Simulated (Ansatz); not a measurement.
C₂H₆SSe, SMILES SCC[SeH]: an atomisation energy, run with the Python package of Ansatz (0.2.0).

Contents of `c2h6sse.xyz`:
```text
10

S    -1.32640    1.53020    0.19210
C     0.11090    0.61660    0.61470
C    -0.10780   -0.86780    0.31610
Se   -0.00130   -1.23340   -1.58930
H    -1.08380    1.56110   -1.21470
H     0.30280    0.77040    1.70010
H     1.01920    1.01570    0.06480
H     0.79670   -1.42200    0.78650
H    -1.02450   -1.20820    0.81690
H     1.39740   -0.81370   -1.68430
```

The script, `c2h6sse.py`:
```python
"""Atomisation energy of C2H6SSe at the given geometry."""

from collections import Counter

import ansatz as az


def energy_of(molecule, charge=0, unpaired=0):
    calc = (
        molecule.calculation()
        .basis(gaussian="def2-SVPD")
        .functional("pbe0")
    )
    if charge:
        calc = calc.charge(charge)
    if unpaired:
        calc = calc.spin("collinear", total=unpaired)
    return calc.run(threads=1).report["free_energy_ev"]


def main() -> None:
    mol = az.Crystal.molecule_from_extxyz("c2h6sse.xyz")

    # Hund ground states
    unpaired = {"S": 2, "C": 2, "Se": 2, "H": 1}
    counts = Counter(site.symbol for site in mol.cartesian_sites)
    atom_energy = {s: energy_of(az.Crystal.molecule().atom(s, (0, 0, 0)), 0, unpaired[s]) for s in counts}
    whole = energy_of(mol, 0, 0)
    for s, e in atom_energy.items():
        print(f"{s:2s} x{counts[s]}  {e:14.5f} eV")
    print(f"C2H6SSe: {whole:.5f} eV")
    split = sum(counts[s] * e for s, e in atom_energy.items()) - whole
    print(f"atomisation energy (no zero-point term): {96.485332 * split:.1f} kJ/mol, {split / sum(counts.values()):.3f} eV an atom")


if __name__ == "__main__":
    main()
```

What does it cost to take this molecule apart into atoms?

3374.0 kJ/mol from the electronic energies, without the zero-point term.

What the script printed:

```console
$ python c2h6sse.py
S  x1    -10825.86918 eV
C  x2     -1027.54175 eV
Se x1    -65332.19218 eV
H  x6       -13.61361 eV
C2H6SSe: -78329.79536 eV
atomisation energy (no zero-point term): 3374.0 kJ/mol, 3.497 eV an atom
```

Notes:
- Total energies depend on the basis set; only differences at equal settings carry meaning.
- The geometry is a force-field or estimated start, not a minimum of this method, and the basis set is short of its limit. All parts are taken at fixed geometry, without zero-point energy.
- The spin-orbit lowering of heavy atoms is left out.
- Wall time of the script: 8.8 s on 1 thread of Arm Neoverse V1, on a shared host, peak memory 0.42 GiB.

(Lines on the test bed's own set-up are left out of the output.)
